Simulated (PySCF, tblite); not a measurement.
# C₅H₁₀N₂SSi: geometry, infrared bands and NMR shifts

Wanted: the infrared bands and NMR shifts of C₅H₁₀N₂SSi (`CS[C@@H]1CC[Si@@]1(N)C#N`), by calculation.

The runs use tblite 0.8.0 and PySCF 2.14.0, with density-fitted response routines of our own; the level of theory stands in each step. All values are computed, except where a source is named. Atoms count from 0, in the outputs and in this text.

### Step 1. The starting structure

19 atoms, charge 0, multiplicity 1; geometry from: force field or distance geometry start.

Bonds of the start (Å): C0–S1 1.81, S1–C2 1.81, C2–C3 1.57, C3–C4 1.56, C4–Si5 1.89, Si5–N6 1.70, Si5–C7 1.85, C7–N8 1.17, Si5–C2 1.93, C0–H9 1.09, C0–H10 1.10, C0–H11 1.09, C2–H12 1.09, C3–H13 1.09, C3–H14 1.11, C4–H15 1.10, C4–H16 1.10, N6–H17 1.03, N6–H18 1.02.

### Step 2. Optimising the geometry with GFN2-xTB

Job settings and geometry (Å):

```
{"job": {"kind": "relax", "xc": "GFN2-xTB", "basis": "xTB"}, "charge": 0, "multiplicity": 1}
C      2.664300    -1.424400    -0.430300
S      1.103200    -1.574300     0.482800
C      0.215100    -0.234600    -0.358400
C      0.587300     1.187200     0.204100
C     -0.832000     1.807600     0.053700
Si    -1.580300     0.087800     0.268900
N     -1.808600    -0.328000     1.906100
C     -2.920000    -0.385400    -0.908700
N     -3.753400    -0.698600    -1.662400
H      3.091400    -0.434100    -0.269500
H      2.477100    -1.577200    -1.499100
H      3.359900    -2.180400    -0.077500
H      0.223400    -0.288300    -1.445100
H      1.368100     1.696700    -0.369300
H      0.935800     1.196700     1.258900
H     -1.100000     2.553700     0.813800
H     -1.015400     2.229000    -0.945600
H     -2.118000    -1.307100     1.966500
H     -0.907800    -0.317100     2.392000
```

Command:

```
$ OMP_NUM_THREADS=1 python probes_run.py task.json out
```

One launch serves the whole session: the jobs run in the order shown.

**Question.** This job is followed by: GFN2-xTB harmonic vibrations, gas phase; GIAO PBE0/pcSseg-1 NMR shielding, non-relativistic, gas phase. Predict these results of the whole session: strongest single infrared mode (GFN2-xTB); zero-point energy (GFN2-xTB); ¹³C shifts against TMS (PBE0/pcSseg-1); ¹H shifts against TMS (PBE0/pcSseg-1, means over atoms taken as alike); ³³S shifts against CS2 (PBE0/pcSseg-1); ²⁹Si shifts against TMS (PBE0/pcSseg-1); ¹⁵N shifts against NH3 (PBE0/pcSseg-1).

**Answer**, as computed:

```
                                                              quantity                                         value
                             strongest single infrared mode (GFN2-xTB)                          516 cm⁻¹, 269 km/mol
                                          zero-point energy (GFN2-xTB)                                 90.3 kcal/mol
                                ¹³C shifts against TMS (PBE0/pcSseg-1)             125.0, 50.1, 30.7, 22.3, 21.6 ppm
¹H shifts against TMS (PBE0/pcSseg-1, means over atoms taken as alike)  2.91, 2.64, 2.05, 2.02, 1.85, 1.82, 1.27 ppm
                                ³³S shifts against CS2 (PBE0/pcSseg-1)                                         1 ppm
                               ²⁹Si shifts against TMS (PBE0/pcSseg-1)                                     -21.9 ppm
                                ¹⁵N shifts against NH3 (PBE0/pcSseg-1)                               359.4, 25.7 ppm
```

What this shows: Over 106 steps the energy fell by 0.422 eV; of the close pairs, C2–C3 changed most, 1.574 to 1.542 Å. All 51 modes are real, so the xTB geometry is a minimum. The strongest single mode, at 516 cm⁻¹, moves mainly H18 and H17. Unscaled tight-binding wavenumbers are off by several per cent, some by more. Its intensities can rank the bands wrongly. C7 (nitrile carbon) lies farthest downfield among carbon, at 125.0 ppm; this is the usual window of a C≡N carbon, which has no attached hydrogen. At PBE0/pcSseg-1: The largest span, 583 ppm, is at N8, where the paramagnetic term is -429 ppm.
